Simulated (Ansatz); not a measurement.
# TaRh2: bonding charge in real space

For TaRh2 at its listed geometry, this session asks how the density differs from that of free atoms, which states sit where, how the density follows a moved atom and how compression changes the bonding charge.

Method: DFT r2SCAN, scalar-relativistic, plane waves, PAW, in Ansatz 0.2.0.

### Step 1. The system as given

The structure is orthorhombic, space group Pnma (No. 62). Conventional cell: a = 5.476 Å, b = 4.014 Å, c = 8.220 Å, α = 90.00°, β = 90.00°, γ = 90.00°. Ta (site symmetry m) has 10 Rh at 2.66 to 2.84 Å as nearest neighbours. Around Rh (site symmetry m) lie 5 Ta at 2.66 to 2.84 Å and 7 Rh at 2.80 to 2.87 Å. Rh (site symmetry m) is surrounded by 5 Ta at 2.66 to 2.78 Å and 7 Rh at 2.75 to 2.87 Å.

As a file:

```cif
data_structure
_symmetry_space_group_name_H-M 'P 1'
_symmetry_Int_Tables_number 1
_cell_length_a 5.4765
_cell_length_b 4.0140
_cell_length_c 8.2201
_cell_angle_alpha 90.000
_cell_angle_beta 90.000
_cell_angle_gamma 90.000
_cell_volume 180.70
loop_
_atom_site_label
_atom_site_type_symbol
_atom_site_fract_x
_atom_site_fract_y
_atom_site_fract_z
_atom_site_occupancy
Ta1 Ta 0.83606 0.25000 0.89727 1
Ta2 Ta 0.33606 0.25000 0.60273 1
Ta3 Ta 0.16394 0.75000 0.10273 1
Ta4 Ta 0.66394 0.75000 0.39727 1
Rh1 Rh 0.85266 0.25000 0.57375 1
Rh2 Rh 0.35266 0.25000 0.92625 1
Rh3 Rh 0.14734 0.75000 0.42625 1
Rh4 Rh 0.64734 0.75000 0.07375 1
Rh5 Rh 0.91246 0.25000 0.23180 1
Rh6 Rh 0.41246 0.25000 0.26820 1
Rh7 Rh 0.08754 0.75000 0.76820 1
Rh8 Rh 0.58754 0.75000 0.73180 1
```

The structure comes from the Materials Project (structure only).

### Step 2. The base run

input.yaml reads:

```yaml
crystal:
  lattice:
    - [5.47646884, 0.0, 0.0]
    - [0.0, 4.01400363, 0.0]
    - [0.0, 0.0, 8.2201441]
  atoms:
    - { symbol: Ta, position: [0.83605636, 0.25, 0.8972681] }
    - { symbol: Ta, position: [0.33605636, 0.25, 0.6027319] }
    - { symbol: Ta, position: [0.16394364, 0.75, 0.1027319] }
    - { symbol: Ta, position: [0.66394364, 0.75, 0.3972681] }
    - { symbol: Rh, position: [0.85266006, 0.25, 0.57375017] }
    - { symbol: Rh, position: [0.35266006, 0.25, 0.92624983] }
    - { symbol: Rh, position: [0.14733993, 0.75, 0.42624983] }
    - { symbol: Rh, position: [0.64733994, 0.75, 0.07375017] }
    - { symbol: Rh, position: [0.91245645, 0.25, 0.23180035] }
    - { symbol: Rh, position: [0.41245645, 0.25, 0.26819965] }
    - { symbol: Rh, position: [0.08754355, 0.75, 0.76819965] }
    - { symbol: Rh, position: [0.58754355, 0.75, 0.73180035] }
basis:
  ecutwfc: 500
  fft_grid_basis: typed
kpoints:
  mp_grid: { grid: [6, 8, 4] }
hamiltonian:
  xc: r2scan
  pseudopotentials: { kind: paw }
scf:
  occupations: { method: gaussian, width: 0.05 }
output:
  forces: true
  stress: true
  eigenvalues: true
  bader: true
  write_density: true
  volumetric_format: npy
  elf: true
```

On the command line:

```bash
ansatz run input.yaml --threads 4 --pin off --max-ram 8192MiB --backend cpu --events-out ev --progress --plain --runs-dir out
```

### Step 4. Densities by energy window

The windows are set from the levels of the base run, in eV from its Fermi level.

input.yaml, as its differences from that of step 2:

```diff
@@ -28,9 +28,26 @@
   occupations: { method: gaussian, width: 0.05 }
+  n_extra_bands: 12
 output:
   forces: true
-  stress: true
+  stress: false
   eigenvalues: true
-  bader: true
-  write_density: true
+  bader: false
+  write_density: false
   volumetric_format: npy
-  elf: true
+  band_densities:
+    - { e_range: [-0.25, 0.25] }
+    - { e_range: [-1.2, 0.0] }
+    - { e_range: [0.0, 1.2] }
+    - { e_range: [-8.64, -5.75] }
+    - { e_range: [-5.75, -2.87] }
+  dos:
+    e_range: [-30, 8]
+    de: 0.02
+    method: { smearing: { sigma: 0.03, scheme: gaussian } }
+    projected: { site_lists: { Rh: [Rh], Ta: [Ta] } }
+checkpoint:
+  read: start.run
+  write: ck
+  compress: false
+  write_wavefunctions: false
+  write_every: 100000
```

### Step 5. Moving Rh11 by 0.15 Å

The shift is (0.000, 0.000, 0.150) Å; all periodic copies of the atom move with it.

input.yaml, as its differences from that of step 2:

```diff
@@ -16,3 +16,3 @@
     - { symbol: Rh, position: [0.41245645, 0.25, 0.26819965] }
-    - { symbol: Rh, position: [0.08754355, 0.75, 0.76819965] }
+    - { symbol: Rh, position: [0.08754355, 0.75, 0.7864475053] }
     - { symbol: Rh, position: [0.58754355, 0.75, 0.73180035] }
@@ -35,2 +35 @@
   volumetric_format: npy
-  elf: true
```

### Step 6. The cell at 90 % of its volume

Fractional coordinates and the k mesh are kept.

input.yaml, as its differences from that of step 2:

```diff
@@ -2,5 +2,5 @@
   lattice:
-    - [5.47646884, 0.0, 0.0]
-    - [0.0, 4.01400363, 0.0]
-    - [0.0, 0.0, 8.2201441]
+    - [5.2874725301, 0.0, 0.0]
+    - [0.0, 3.8754778945, 0.0]
+    - [0.0, 0.0, 7.9364618685]
   atoms:
```

(Steps that only read results are left out.)

**Question.** What will these runs give? Wanted: gap on the mesh; pressure; Bader charges; the states at the Fermi level; stiffness against the shift of Rh11; at 90 % volume.

**Answer**, as computed:

```
                           quantity                                                            value
                    gap on the mesh                                                     none (metal)
                           pressure                                                         -1.1 GPa
                      Bader charges                                    Ta +1.51, Rh -0.78 to -0.73 e
      the states at the Fermi level                                    Rh 4d (60 %) and Ta 5d (30 %)
stiffness against the shift of Rh11                                                        8.6 eV/Å²
                     at 90 % volume  34.7 GPa, gap none (metal), Bader Ta +1.52, Rh -0.78 to -0.73 e
```

What this shows: Rh–Ta (2.66 Å): Δρ is +0.05 e/Å³ at the midpoint. Rh–Rh (2.75 Å): Δρ is +0.05 e/Å³ at the midpoint. Rh–Ta goes from 2.66 to 2.56 Å with the volume, and the deformation density at its midpoint from +0.05 to +0.06 e/Å³. The runs treat Ta without spin-orbit coupling.
